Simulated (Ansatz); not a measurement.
# CH4BrFGe: how energies converge with the basis set

The task here is to estimate one member of a computed series from the others.

Computed with Ansatz 0.2.0, Gaussian basis. Level: one geometry, several basis sets.

The runs, in order: PBE0-D4/def2-SVP; ωB97M-V/def2-SVP; PBE0-D4/def2-QZVPP; ωB97M-V/def2-QZVPP; the functionals' def2-TZVPP values are taken from earlier runs.

## The relaxed structure

An earlier PBE0-D4 in a triple-zeta def2 set relaxation fixed the geometry.

SMILES `[CH3][GeH]([F])[Br]`, 8 atoms, charge 0, spin multiplicity 1.

Atoms are counted from 1 here; the program's logs count them from 0.

Bond lengths: C1–Ge2 1.928 Å, C1–H5 1.090 Å, C1–H6 1.090 Å, C1–H7 1.091 Å, Ge2–F3 1.736 Å, Ge2–Br4 2.298 Å, Ge2–H8 1.532 Å. Angles: Ge2–C1–H5 109.9°, Ge2–C1–H6 109.1°, Ge2–C1–H7 109.5°, H5–C1–H6 109.3°, H5–C1–H7 109.5°, H6–C1–H7 109.5°, C1–Ge2–F3 107.4°, C1–Ge2–Br4 110.2°, C1–Ge2–H8 118.1°, F3–Ge2–Br4 105.9°, F3–Ge2–H8 106.1°, Br4–Ge2–H8 108.3°.

Set-up of the first run:

Input file in.yaml:

```yaml
crystal:
  periodic: [false, false, false]
  atoms:
    - {symbol: C, position_ang: [-0.256045, 1.027943, 0.186641]}
    - {symbol: Ge, position_ang: [0.350209, -0.747887, -0.256469]}
    - {symbol: F, position_ang: [1.380086, -1.282622, 1.035338]}
    - {symbol: Br, position_ang: [-1.423982, -2.207138, -0.293951]}
    - {symbol: H, position_ang: [-0.941145, 1.389168, -0.580729]}
    - {symbol: H, position_ang: [-0.772364, 0.999656, 1.145913]}
    - {symbol: H, position_ang: [0.601270, 1.699099, 0.254957]}
    - {symbol: H, position_ang: [1.153970, -0.935220, -1.547499]}
basis:
  gaussian: {orbitals: def2-SVP}
hamiltonian: {xc: pbe0, dispersion: d4}
output: {orbitals: {seedname: orbitals}}
```

Among the steps run: PBE0-D4 in def2-SVP; ωB97M-V in def2-SVP; PBE0-D4 in def2-QZVPP; ωB97M-V in def2-QZVPP.

One table of the session follows, with a row left open; its other results are not shown here.

It belongs to the step «Density functionals: the series». 

| functional | basis | HOMO (eV) | LUMO (eV) |
| --- | --- | --- | --- |
| PBE0-D4 | def2-SVP | -8.30 | 0.04 |
| PBE0-D4 | def2-TZVPP | -8.42 | -0.26 |
| PBE0-D4 | def2-QZVPP | -8.44 | -0.36 |
| ωB97M-V | def2-SVP | -10.49 | 2.12 |
| ωB97M-V | def2-TZVPP | ? | ? |
| ωB97M-V | def2-QZVPP | -10.65 | 1.43 |

**Question.** Estimate the row for ωB97M-V, def2-TZVPP.

As computed: HOMO (eV): -10.63; LUMO (eV): 1.68. In the column «HOMO (eV)» it lies between ωB97M-V, def2-QZVPP (-10.65) and ωB97M-V, def2-SVP (-10.49).
